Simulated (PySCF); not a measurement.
**The bond of AlZn, level by level**

One job finds the state of AlZn, follows it along the bond with each method and fits the curves.

Computed with PySCF 2.14.0. Level: Al x2c-SVPall, Zn x2c-SVPall, spin-free X2C with a Gaussian nucleus.

## Step 1: Input

A driver script around PySCF takes these settings:

| Property | Result |
| --- | --- |
| atoms | Al, Zn |
| charge | 0 |
| basis | Al x2c-SVPall, Zn x2c-SVPall |
| Hamiltonian | spin-free X2C with a Gaussian nucleus |
| basis functions | 54 |
| electrons treated | 43 |
| masses in u | 26.9815, 63.9291 |
| levels | PBE0, PBE, r²SCAN, BLYP, LDA, r²SCANh, CAM-B3LYP, HF, MP2, SCS-MP2, CCSD, CCSD(T) |
| grid | 80 radial by 434 angular points |
| occupations | held fixed by the projection of orbital angular momentum |
| dissociation limit | Al + Zn, each in its ground configuration |
| starting distance in angstrom | 2.385 |
| values of 2S to try | 1, 3 |

On the command line:

```console
OMP_NUM_THREADS=1 python dia.py task.json out
```

Further steps of the session: First curve: PBE0; Other states along the same grid; PBE (GGA); r²SCAN (meta-GGA); BLYP (GGA); LDA (local density); r²SCANh (hybrid meta-GGA); CAM-B3LYP (range-separated hybrid); ROHF; Adding correlation.

**Question.** What will these runs give? Wanted: for each run, Re; ωe; De; μ.

The runs gave:

Lowest PBE0 solution found, without spin–orbit coupling: ²Π (doublet), unpaired electrons π ↑. State 2 has its PBE0 minimum 0.22 eV higher. The other levels ran on the lowest alone.

| level | Re (Å) | ωe (cm⁻¹) | De (eV) | μ (D) |
| --- | --- | --- | --- | --- |
| ROHF-MP2 | 2.739 | 141.6 | 0.237 | n/a |
| ROHF-SCS-MP2 | 2.833 | 112.6 | 0.153 | n/a |
| ROHF-CCSD | 2.819 | 119.1 | 0.157 | n/a |
| ROHF-CCSD(T) | 2.745 | 142.3 | 0.217 | n/a |
| LDA | 2.580 | 202.9 | 0.65 | 0.90 |
| PBE | 2.680 | 173.8 | 0.425 | 1.11 |
| BLYP | 2.774 | 138.2 | 0.212 | 0.88 |
| r²SCAN | 2.638 | 185.7 | 0.442 | 1.16 |
| r²SCANh | 2.660 | 177.7 | 0.405 | 1.23 |
| PBE0 | 2.723 | 159.4 | 0.352 | 1.33 |
| CAM-B3LYP | 2.859 | 109.9 | 0.147 | 1.03 |

De is counted to Al + Zn in their ground configurations. A positive dipole means Al(−)Zn(+). No constants: ROHF (no minimum is bracketed among the points kept).

The methods spread over 0.279 Å in bond length, from LDA to CAM-B3LYP. CCSD(T) can't serve as the judge here: for a weak bond in this basis it is far from its limit. Among the levels with a De in the table, it runs from 0.147 eV (CAM-B3LYP) to 0.65 eV (LDA).

Correlated steps freeze 10 core orbitals. The bond is weak, and basis-set superposition, which was not computed, may be a sizeable part of it.
